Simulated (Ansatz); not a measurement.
# CH5ClGeSSi: the cost of one run

Method: RKS PBE-D4/def2-SVP, in Ansatz 0.2.0.

## Step 1: The system as given

Bond lengths: C1–Si2 1.830 Å, Si2–S3 2.127 Å, Si2–Ge4 2.325 Å, S3–Ge4 2.228 Å, Ge4–Cl5 2.220 Å, C1–H6 1.053 Å, C1–H7 1.146 Å, C1–H8 1.136 Å, Si2–H9 1.512 Å, Ge4–H10 1.501 Å. Angles (14 of 19 angles, heavy atoms first): C1–Si2–S3 111.2°, C1–Si2–Ge4 115.9°, S3–Si2–Ge4 59.9°, Si2–S3–Ge4 64.5°, Si2–Ge4–S3 55.7°, Si2–Ge4–Cl5 110.8°, S3–Ge4–Cl5 108.8°, C1–Si2–H9 121.7°, S3–Si2–H9 117.3°, Ge4–Si2–H9 115.4°, Si2–C1–H6 113.8°, Si2–C1–H7 107.8°, Si2–C1–H8 108.2°, Si2–Ge4–H10 120.9°.

Structure file:

```xyz
10

C    -1.2481   -0.9967    0.3552
Si    0.4339   -0.3619    0.6965
S     1.7475   -0.7484   -0.9309
Ge    1.1555    1.3820   -0.6606
Cl   -0.3867    1.8940   -2.1735
H    -1.3915   -1.9991    0.6438
H    -1.9932   -0.3354    0.9216
H    -1.4705   -0.8382   -0.7478
H     1.0271   -0.3885    2.0873
H     2.2091    2.3412   -0.1887
```

## Step 2: Relaxing end A

File input.yaml:

```yaml
crystal:
  periodic: [false, false, false]
  atoms:
    - { symbol: C, position_ang: [-1.2481, -0.9967, 0.3552] }
    - { symbol: Si, position_ang: [0.4339, -0.3619, 0.6965] }
    - { symbol: S, position_ang: [1.7475, -0.7484, -0.9309] }
    - { symbol: Ge, position_ang: [1.1555, 1.382, -0.6606] }
    - { symbol: Cl, position_ang: [-0.3867, 1.894, -2.1735] }
    - { symbol: H, position_ang: [-1.3915, -1.9991, 0.6438] }
    - { symbol: H, position_ang: [-1.9932, -0.3354, 0.9216] }
    - { symbol: H, position_ang: [-1.4705, -0.8382, -0.7478] }
    - { symbol: H, position_ang: [1.0271, -0.3885, 2.0873] }
    - { symbol: H, position_ang: [2.2091, 2.3412, -0.1887] }
basis:
  gaussian: { orbitals: def2-SVP }
hamiltonian:
  xc: pbe
  dispersion: d4
relax:
  f_tol: 0.02
  max_steps: 50
```

On the command line:

```
ansatz run input.yaml --threads 2 --pin off --max-ram 3072MiB --backend cpu --events-out ev --progress --plain --runs-dir out
```

**Question.** How long does this run take on 2 threads of Arm Neoverse V1, shared host, and how much memory does it need?

About 35 s, with a peak of 0.19 GiB.
